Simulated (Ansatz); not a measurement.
# HfW8C8Cl4: the cost of one run

All numbers below are computed with Ansatz 0.2.0 (DFT PBEsol, plane waves, PAW, scalar-relativistic, no spin polarisation).

The COD cell was measured well above room temperature, so it is larger than a cold one.

## Step 1: The structure to begin with

The cell holds 21 atoms (C8Cl4HfW8): a = 5.725 Å, b = 5.725 Å, c = 17.211 Å, α = 90.00°, β = 90.00°, γ = 120.00°.

Its coordinates follow in the input file.

## Step 2: End point A

Contents of input.yaml:

```yaml
crystal:
  lattice:
    - [5.72508, 0.0, 0.0]
    - [-2.86254, 4.958065, 0.0]
    - [0.0, 0.0, 17.210665]
  atoms:
    - { symbol: W, position: [0.0, 0.0, 0.0581035] }
    - { symbol: C, position: [0.3333333, 0.1666667, 0.139655] }
    - { symbol: W, position: [0.0, 0.0, 0.2212064] }
    - { symbol: C, position: [0.3333333, 0.1666667, 0.3027579] }
    - { symbol: W, position: [0.0, 0.5, 0.0581035] }
    - { symbol: C, position: [0.3333333, 0.6666667, 0.139655] }
    - { symbol: W, position: [0.0, 0.5, 0.2212064] }
    - { symbol: C, position: [0.3333333, 0.6666667, 0.3027579] }
    - { symbol: W, position: [0.5, 0.0, 0.0581035] }
    - { symbol: C, position: [0.8333333, 0.1666667, 0.139655] }
    - { symbol: W, position: [0.5, 0.0, 0.2212064] }
    - { symbol: C, position: [0.8333333, 0.1666667, 0.3027579] }
    - { symbol: W, position: [0.5, 0.5, 0.0581035] }
    - { symbol: C, position: [0.8333333, 0.6666667, 0.139655] }
    - { symbol: W, position: [0.5, 0.5, 0.2212064] }
    - { symbol: C, position: [0.8333333, 0.6666667, 0.3027579] }
    - { symbol: Hf, position: [0.1372854, 0.8251407, 0.4939185] }
    - { symbol: Cl, position: [0.543255, 0.878394, 0.44903] }
    - { symbol: Cl, position: [0.0841259, 1.1775777, 0.44903] }
    - { symbol: Cl, position: [-0.2150943, 0.4195067, 0.44903] }
    - { symbol: Cl, position: [0.1372854, 0.8251407, 0.6287186] }
basis:
  ecutwfc: 420.0
kpoints:
  mp_grid: { grid: [4, 4, 1] }
hamiltonian:
  xc: pbesol
  pseudopotentials: { kind: paw, azcp: { folder: soft_1 } }
scf:
  occupations: { method: gaussian, width: 0.15 }
  lower_state_search: "off"
relax:
  f_tol: 0.03
  max_steps: 60
  adjacent_minimum: "off"
  constraints: [{ sites: [0, 4, 8, 12] }]
```

Run with:

```sh
$ ansatz run input.yaml --threads 4 --pin off --max-ram 10240MiB --backend cpu --events-out ev --progress --plain --runs-dir out
```

**Question.** How long does this run take on 4 threads of Arm Neoverse V1, shared host, and how much memory does it need?

About 4.9 min, with a peak of 1.6 GiB.
